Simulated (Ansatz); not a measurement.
Working through a band structure of InCu2, space group P6_3/mmc

Program: Ansatz 0.2.0 through its Python package.

Typed at the interpreter:
```pycon
>>> import warnings
>>> import ansatz
>>> from ase import Atoms
>>> import numpy as np
>>> SMEARING = "Fermi-Dirac"
>>> CUTOFF_EV = 420
>>> K_DENSITY = 3.8
>>> XC = "lda"
>>> EXTRA_BANDS = 6
>>> warnings.simplefilter("ignore", ansatz.DeckWarning)
>>> atoms = Atoms(
...     ["In", "In", "Cu", "Cu", "Cu", "Cu"],
...     scaled_positions=[
...         (1 / 3, 2 / 3, 0.75),
...         (2 / 3, 1 / 3, 0.25),
...         (1 / 3, 2 / 3, 0.25),
...         (2 / 3, 1 / 3, 0.75),
...         (0.0, 0.0, 0.0),
...         (0.0, 0.0, 0.5),
...     ],
...     cell=[
...         (4.2943, 0.0, 0.0),
...         (-2.14715, 3.718973, 0.0),
...         (0.0, 0.0, 5.2328),
...     ],
...     pbc=True,
... )
>>> incu2 = ansatz.Crystal.from_ase(atoms)
>>> len(incu2.resolved().sites)
6
>>> # vertices of the path, as fractions of the reciprocal vectors
>>> path = [
...     ("G", (0.0, 0.0, 0.0)),
...     ("M", (0.5, 0.0, 0.0)),
...     ("K", (0.33333, 0.33333, 0.0)),
...     ("G", (0.0, 0.0, 0.0)),
...     ("A", (0.0, 0.0, 0.5)),
...     ("L", (0.5, 0.0, 0.5)),
...     ("H", (0.33333, 0.33333, 0.5)),
...     ("A", (0.0, 0.0, 0.5)),
... ]
>>> calc = (
...     incu2.calculation()
...     .occupations(SMEARING)
...     .basis(CUTOFF_EV)
...     .kpoints(density=K_DENSITY)
...     .functional(XC)
...     .band_structure([point for _, point in path], intervals=8)
...     .scf(extra_bands=EXTRA_BANDS)
...     .bader_charges()
... )
>>> with warnings.catch_warnings(record=True) as caught:
...     warnings.simplefilter("always")
...     outcome = calc.run(threads=1, backend="cpu")
...
>>> print("warnings raised:", sorted(w.category.__name__ for w in caught) or "none")
warnings raised: none
>>> summary = outcome.report
>>> outcome.lattice.cell_ang
array([[ 4.29430006,  0.        ,  0.        ],
       [-2.14715003,  3.71897295,  0.        ],
       [ 0.        ,  0.        ,  5.2328    ]])
>>> summary["free_energy_ev"]
-37136.76687031552
>>> n_atoms = len(summary["lattice"]["sites"])
>>> print("F =", round(summary["free_energy_ev"], 4), "eV for", n_atoms, "atoms")
F = -37136.7669 eV for 6 atoms
>>> print("E(sigma -> 0) =", round(summary["energy_sigma0_ev"], 4), "eV, TS =", round(summary["entropy_ts_ev"], 5), "eV")
E(sigma -> 0) = -37136.7482 eV, TS = 0.03731 eV
>>> print("closed by", summary["closed_by"], "after", summary["n_iterations"], "iterations")
closed by deck_thresholds after 8 iterations
>>> charges = outcome.bader_charges()
>>> for atom in charges.atoms:
...     print(f"Bader charge {atom.symbol:2s} {atom.partial_charge_e:+.3f} e")
...
Bader charge In +0.318 e
Bader charge In +0.318 e
Bader charge Cu -0.236 e
Bader charge Cu -0.236 e
Bader charge Cu -0.081 e
Bader charge Cu -0.081 e
>>> bands = outcome.band_structure()
>>> fermi = bands.fermi_energy_ev
>>> print(f"zero of the bands: {fermi:.3f} eV, the Fermi level found on the SCF mesh")
zero of the bands: 16.521 eV, the Fermi level found on the SCF mesh
>>> for spin, channel in enumerate(bands.channels):
...     print("channel", spin, "- computed levels within 4 eV of the Fermi level")
...     for i, (label, _) in enumerate(path):
...         levels = channel.eigenvalues_ev[i * 8] - fermi
...         print(f"  {label:3s}", " ".join(f"{e:7.3f}" for e in levels if abs(e) < 4))
...
channel 0 - computed levels within 4 eV of the Fermi level
  G    -3.666  -3.666  -3.460  -3.131  -3.131  -3.023  -3.023  -2.736  -2.736  -2.490  -1.788   1.721   1.721   1.978   1.978   2.273   3.011
  M    -3.964  -3.905  -3.874  -3.862  -3.660  -3.535  -3.403  -3.108  -3.086  -3.052  -2.954  -2.833  -2.753  -2.615  -1.997  -1.890   0.137   0.679   1.100   3.555
  K    -3.974  -3.974  -3.942  -3.747  -3.699  -3.560  -3.560  -3.542  -3.420  -3.420  -3.168  -3.168  -2.890  -2.890  -2.609  -1.560  -0.406  -0.406   0.614   0.614   2.388
  G    -3.666  -3.666  -3.460  -3.131  -3.131  -3.023  -3.023  -2.736  -2.736  -2.490  -1.788   1.721   1.721   1.978   1.978   2.273   3.011
  A    -3.355  -3.355  -3.187  -3.187  -3.187  -3.187  -3.002  -3.002  -3.002  -3.002   2.677   2.677   2.901   2.901   2.901   2.901   3.579   3.579   3.624
  L    -3.976  -3.976  -3.741  -3.741  -3.606  -3.606  -3.250  -3.250  -3.125  -3.125  -3.061  -3.061  -2.692  -2.692  -0.088  -0.088   1.563   1.563
  H    -3.969  -3.969  -3.857  -3.857  -3.490  -3.490  -3.288  -3.288  -3.101  -3.101  -2.896  -2.896  -2.675  -2.675  -2.240  -2.240
  A    -3.355  -3.355  -3.187  -3.187  -3.187  -3.187  -3.002  -3.002  -3.002  -3.002   2.677   2.677   2.901   2.901   2.901   2.901   3.579   3.579   3.624
```

What to keep in mind:
- Absolute energies stand on the zero of these potentials, so only differences at equal settings mean something. A total without «per atom» is that of the cell as typed.
- The computed bands are complete only to about 3.4 eV above the Fermi level.
- For a metal this k-point mesh is coarse: on a finer one energies can move by several to tens of meV an atom and pressures by half a GPa or more, differences at one mesh by less.
- The structure is a deposited one; some such entries were measured under pressure or heat, so a shift against it needn't be the functional's error alone.
- Gaps and levels are Kohn-Sham values on a finite set of k-points, without spin-orbit coupling.
- By the engine's processor time: 65 s on 1 thread of Intel(R) Xeon(R) Processor @ 2.30GHz, with other jobs on the host, peak memory 0.66 GiB.
